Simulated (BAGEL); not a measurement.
# [Be2H2Cl2]+ ((HBe-mu-Cl)2): a chain of runs

Wanted: a single-point energy (doublet [Be2H2Cl2]+, UHF/x2c-SV(P)all), then a single-point energy (singlet Be2H2Cl2, HF/x2c-SVPall), then a single-point energy (doublet [Be2H2Cl2]+, UHF/x2c-SVPall), then the energy (singlet Be2H2Cl2, HF/x2c-TZVPall), then a single-point energy (doublet [Be2H2Cl2]+, UHF/x2c-TZVPall), then the energy (singlet Be2H2Cl2, HF/x2c-QZVPall), then the energy (doublet [Be2H2Cl2]+, UHF/x2c-QZVPall) of Be2Cl2H2. 

The results are computed with BAGEL 1.2.2.

2 further runs of the same task are left out: 2 set aside as unsound or not needed.

## 1. Starting point

The species is [Be2H2Cl2]+ (6 atoms), meant as a doublet with charge +1. The shape comes from GFN2-xTB, which is rough for such elements, and wasn't checked as a minimum. That shape belongs to the parent species and isn't relaxed for this state.

Bond lengths: Be1–Cl3 1.950 Å, Cl3–Be4 1.949 Å, Be1–Cl6 1.949 Å, Be4–Cl6 1.948 Å, Be1–H2 1.280 Å, Be4–H5 1.281 Å. Angles: Be1–Cl3–Be4 82.0°, Cl3–Be1–Cl6 97.9°, Cl3–Be4–Cl6 98.0°, Be1–Cl6–Be4 82.1°, H2–Be1–Cl3 131.0°, H2–Be1–Cl6 131.0°, Cl3–Be4–H5 131.0°, H5–Be4–Cl6 131.0°.

## 2. A single-point energy at UHF/x2c-SV(P)all (DKH2, density fitting with tzvpp-jkfit, property ionisation energy) (run 1)

Contents of job.json:

```json
{ "bagel" : [

{
  "title" : "molecule",
  "basis" : "x2c-sv_p_all.json",
  "df_basis" : "tzvpp-jkfit",
  "angstrom" : true,
  "dkh" : true,
  "geometry" : [
    { "atom" : "Be", "xyz" : [       0.611790,      -0.367400,      -1.061810 ] },
    { "atom" : "H", "xyz" : [       1.216990,      -0.737200,      -2.127530 ] },
    { "atom" : "Cl", "xyz" : [      -0.222800,       1.329580,      -0.587390 ] },
    { "atom" : "Be", "xyz" : [      -0.611030,       0.367180,       1.061790 ] },
    { "atom" : "H", "xyz" : [      -1.217840,       0.736630,       2.127150 ] },
    { "atom" : "Cl", "xyz" : [       0.222890,      -1.328790,       0.587790 ] }
  ]
},

{ "title" : "uhf", "charge" : 1, "nopen" : 1 },

{ "title" : "print", "file" : "orbitals.molden", "orbitals" : true }

]}
```

The basis set x2c-SV(P)all is read from a file made from the Basis Set Exchange's data (not shown).

Started as:

```console
BAGEL_NUM_THREADS=1 BAGEL job.json > job.out
```

Log:

```text
* using 1 threads per process

  ===============================================================
  ===============================================================

  *** Geometry ***

  { "atom" : "Be", "xyz" : [      1.156116,     -0.694285,     -2.006530 ] },
  { "atom" : "H", "xyz" : [      2.299778,     -1.393106,     -4.020449 ] },
  { "atom" : "Cl", "xyz" : [     -0.421031,      2.512542,     -1.110006 ] },
  { "atom" : "Be", "xyz" : [     -1.154679,      0.693870,      2.006492 ] },
  { "atom" : "H", "xyz" : [     -2.301384,      1.392029,      4.019731 ] },
  { "atom" : "Cl", "xyz" : [      0.421201,     -2.511049,      1.110762 ] },

  Number of auxiliary basis functions:      394

  Since a DF basis is specified, we compute 2- and 3-index integrals:
    o Being stored without compression. Storage requirement is 0.011 GB

  Number of basis functions:       58
  Number of electrons      :       44

    * METHOD: MOLECULE                             0.12

  *** Open-shell HF ***

  === Nuclear Repulsion ===
   145.8812610069

      * DIIS with orbital gradients will be used.

  === UHF iteration (x2c-sv_p_all.json) ===
      0       -951.52095033          0.02359807           0.06
      1       -951.59813224          0.00766474           0.06
      2       -951.60759094          0.00268391           0.06
      3       -951.60961130          0.00125785           0.06
      4       -951.61076349          0.00048759           0.06
      5       -951.61097132          0.00009248           0.06
      6       -951.61097875          0.00007967           0.06
      7       -951.61098237          0.00009013           0.06
      8       -951.61097202          0.00004132           0.06
      9       -951.61097314          0.00001450           0.06
     10       -951.61097389          0.00000471           0.06
     11       -951.61097398          0.00000209           0.06
     12       -951.61097399          0.00000068           0.06
     13       -951.61097399          0.00000038           0.06
     14       -951.61097399          0.00000022           0.06
     15       -951.61097399          0.00000017           0.06
     16       -951.61097399          0.00000013           0.06
     17       -951.61097399          0.00000008           0.06
     18       -951.61097399          0.00000006           0.06
     19       -951.61097399          0.00000002           0.06
     20       -951.61097399          0.00000001           0.06
     21       -951.61097399          0.00000001           0.06
    * SCF iteration converged.

    * S^2 (UHF) is 0.7902

    * Permanent dipole moment:
           (   -0.004829,     0.003671,     0.006660) a.u.

    * METHOD: UHF                                  1.39

    * METHOD: PRINT                                0.01

  ===============================================================
```

Wall time 1.6 s (1 thread of Arm Neoverse V1, shared host).

## 3. Singlet neutral Be2H2Cl2: the energy at HF/x2c-SVPall (DKH2, density fitting with tzvpp-jkfit, property ionisation energy) (run 2)

Contents of input.json:

```json
{ "bagel" : [

{
  "title" : "molecule",
  "basis" : "x2c-svpall.json",
  "df_basis" : "tzvpp-jkfit",
  "angstrom" : "true",
  "dkh" : "true",
  "geometry" : [
    { "atom" : "Be", "xyz" : [    0.611790,   -0.367400,   -1.061810 ] },
    { "atom" : "H", "xyz" : [    1.216990,   -0.737200,   -2.127530 ] },
    { "atom" : "Cl", "xyz" : [   -0.222800,    1.329580,   -0.587390 ] },
    { "atom" : "Be", "xyz" : [   -0.611030,    0.367180,    1.061790 ] },
    { "atom" : "H", "xyz" : [   -1.217840,    0.736630,    2.127150 ] },
    { "atom" : "Cl", "xyz" : [    0.222890,   -1.328790,    0.587790 ] }
  ]
},
{
  "title" : "hf"
},
{
  "title" : "print",
  "file" : "orbitals.molden",
  "orbitals" : "true"
}

]}
```

The basis set x2c-SVPall is read from a file made from the Basis Set Exchange's data (not shown).

Started as:

```console
BAGEL_NUM_THREADS=1 BAGEL input.json > input.out
```

Log:

```text
* using 1 threads per process

  ===============================================================
  ===============================================================

  *** Geometry ***

  { "atom" : "Be", "xyz" : [      1.156116,     -0.694285,     -2.006530 ] },
  { "atom" : "H", "xyz" : [      2.299778,     -1.393106,     -4.020449 ] },
  { "atom" : "Cl", "xyz" : [     -0.421031,      2.512542,     -1.110006 ] },
  { "atom" : "Be", "xyz" : [     -1.154679,      0.693870,      2.006492 ] },
  { "atom" : "H", "xyz" : [     -2.301384,      1.392029,      4.019731 ] },
  { "atom" : "Cl", "xyz" : [      0.421201,     -2.511049,      1.110762 ] },

  Number of auxiliary basis functions:      394

  Since a DF basis is specified, we compute 2- and 3-index integrals:
    o Being stored without compression. Storage requirement is 0.013 GB

  Number of basis functions:       64
  Number of electrons      :       44

    * METHOD: MOLECULE                             0.12

  *** RHF ***

  === Nuclear Repulsion ===
   145.8812610069

      * DIIS with orbital gradients will be used.

  === RHF iteration (x2c-svpall.json) ===
      0       -951.97759500          0.00971556           0.04
      1       -952.03031368          0.00301876           0.03
      2       -952.03509507          0.00084581           0.03
      3       -952.03566408          0.00008141           0.03
      4       -952.03567142          0.00001145           0.03
      5       -952.03567156          0.00000389           0.03
      6       -952.03567157          0.00000119           0.03
      7       -952.03567157          0.00000020           0.03
      8       -952.03567157          0.00000006           0.03
      9       -952.03567157          0.00000001           0.03
    * SCF iteration converged.

    * Permanent dipole moment:
           (   -0.002013,     0.001260,     0.000342) a.u.

    * METHOD: HF                                   0.47

    * METHOD: PRINT                                0.01

  ===============================================================
```

It took 0.73 s on 1 thread of Arm Neoverse V1, shared host.

Runs 3 to 6 aren't shown in full; the table further down has their settings and results.

## 4. The energy at UHF/x2c-QZVPall (DKH2, density fitting with qzvpp-jkfit, property ionisation energy) (run 7)

Contents of job.json:

```json
{ "bagel": [

{
  "title": "molecule",
  "basis": "x2c-qzvpall.json",
  "df_basis": "qzvpp-jkfit",
  "angstrom": true,
  "dkh": true,
  "geometry": [
    { "atom": "Be", "xyz": [       0.611790,      -0.367400,      -1.061810 ] },
    { "atom": "H", "xyz": [       1.216990,      -0.737200,      -2.127530 ] },
    { "atom": "Cl", "xyz": [      -0.222800,       1.329580,      -0.587390 ] },
    { "atom": "Be", "xyz": [      -0.611030,       0.367180,       1.061790 ] },
    { "atom": "H", "xyz": [      -1.217840,       0.736630,       2.127150 ] },
    { "atom": "Cl", "xyz": [       0.222890,      -1.328790,       0.587790 ] }
  ]
},

{
  "title": "uhf",
  "charge": 1,
  "nopen": 1
},

{
  "title": "print",
  "file": "orbitals.molden",
  "orbitals": true
}

]}
```

The basis set x2c-QZVPall is read from a file made from the Basis Set Exchange's data (not shown).

Started as:

```console
BAGEL_NUM_THREADS=1 BAGEL job.json > job.out
```

Log:

```text
* using 1 threads per process

  ===============================================================
  ===============================================================

  *** Geometry ***

  { "atom" : "Be", "xyz" : [      1.156116,     -0.694285,     -2.006530 ] },
  { "atom" : "H", "xyz" : [      2.299778,     -1.393106,     -4.020449 ] },
  { "atom" : "Cl", "xyz" : [     -0.421031,      2.512542,     -1.110006 ] },
  { "atom" : "Be", "xyz" : [     -1.154679,      0.693870,      2.006492 ] },
  { "atom" : "H", "xyz" : [     -2.301384,      1.392029,      4.019731 ] },
  { "atom" : "Cl", "xyz" : [      0.421201,     -2.511049,      1.110762 ] },

  Number of auxiliary basis functions:      394

  Since a DF basis is specified, we compute 2- and 3-index integrals:
    o Being stored without compression. Storage requirement is 0.233 GB

  Number of basis functions:      272
  Number of electrons      :       44

    * METHOD: MOLECULE                             0.62

  *** Open-shell HF ***

  === Nuclear Repulsion ===
   145.8812610069

      * DIIS with orbital gradients will be used.

  === UHF iteration (x2c-qzvpall.json) ===
      0       -951.94843176          0.01185628           0.49
      1       -952.03418571          0.00428791           0.53
      2       -952.04547270          0.00177454           0.57
      3       -952.04802195          0.00070061           0.55
      4       -952.04951805          0.00030086           0.56
      5       -952.04992915          0.00005156           0.55
      6       -952.04994337          0.00003982           0.55
      7       -952.04994924          0.00004487           0.52
      8       -952.04994292          0.00003472           0.50
      9       -952.04993863          0.00001089           0.54
     10       -952.04993991          0.00000374           0.52
     11       -952.04994007          0.00000206           0.52
     12       -952.04994009          0.00000114           0.51
     13       -952.04994009          0.00000039           0.55
     14       -952.04994009          0.00000022           0.52
     15       -952.04994009          0.00000010           0.52
     16       -952.04994009          0.00000004           0.53
     17       -952.04994009          0.00000002           0.53
     18       -952.04994009          0.00000001           0.51
    * SCF iteration converged.

    * S^2 (UHF) is 0.7993

    * Permanent dipole moment:
           (   -0.004509,     0.003404,     0.006050) a.u.

    * METHOD: UHF                                 11.22

    * METHOD: PRINT                                0.18

  ===============================================================
```

Run time: 12 s. Hardware: 1 thread of Arm Neoverse V1, shared host; peak memory 0.38 GiB.

## 5. The series

```tsv
run	level	integral approximation	partner	energy (Eh)	⟨S²⟩	wall time
1	UHF/x2c-SV(P)all (DKH2, density fitting with tzvpp-jkfit, property ionisation energy)	tzvpp-jkfit	cation	-951.610974	0.790	1.6 s
2	HF/x2c-SVPall (DKH2, density fitting with tzvpp-jkfit, property ionisation energy)	tzvpp-jkfit	base	-952.035672	–	0.73 s
3	UHF/x2c-SVPall (DKH2, density fitting with tzvpp-jkfit, property ionisation energy)	tzvpp-jkfit	cation	-951.619194	0.790	2.4 s
4	HF/x2c-TZVPall (DKH2, density fitting with tzvpp-jkfit, property ionisation energy)	tzvpp-jkfit	base	-952.419079	–	1.5 s
5	UHF/x2c-TZVPall (DKH2, density fitting with tzvpp-jkfit, property ionisation energy)	tzvpp-jkfit	cation	-952.008079	0.798	3.9 s
6	HF/x2c-QZVPall (DKH2, density fitting with qzvpp-jkfit, property ionisation energy)	qzvpp-jkfit	base	-952.460508	–	4.8 s
7	UHF/x2c-QZVPall (DKH2, density fitting with qzvpp-jkfit, property ionisation energy)	qzvpp-jkfit	cation	-952.049940	0.799	12 s
```

## 6. What came out

| quantity | value |
| --- | --- |
| run 7, UHF/x2c-QZVPall: total energy | -952.04994 Eh |
| run 7, UHF/x2c-QZVPall: ⟨S²⟩ | 0.799 |
| vertical ionisation energy (to the doublet cation), HF/x2c-SVPall | 11.333 eV |
| vertical ionisation energy (to the doublet cation), HF/x2c-TZVPall | 11.184 eV |
| vertical ionisation energy (to the doublet cation), HF/x2c-QZVPall | 11.172 eV |

At HF/x2c-SVPall: removing an electron at fixed nuclei costs 11.33 eV (261 kcal/mol). −ε(HOMO) before ionisation, 11.99 eV, is 0.66 eV above this ionisation energy. At HF/x2c-TZVPall: the vertical ionisation energy comes to 11.18 eV (1079 kJ/mol). The negative HOMO energy of the first species, 11.91 eV, lies 0.72 eV above that difference. At HF/x2c-QZVPall: the vertical ionisation energy comes to 11.17 eV (1078 kJ/mol). −ε(HOMO) before ionisation, 11.92 eV, is 0.75 eV above this ionisation energy. All runs together took 27 s, the longest 12 s.
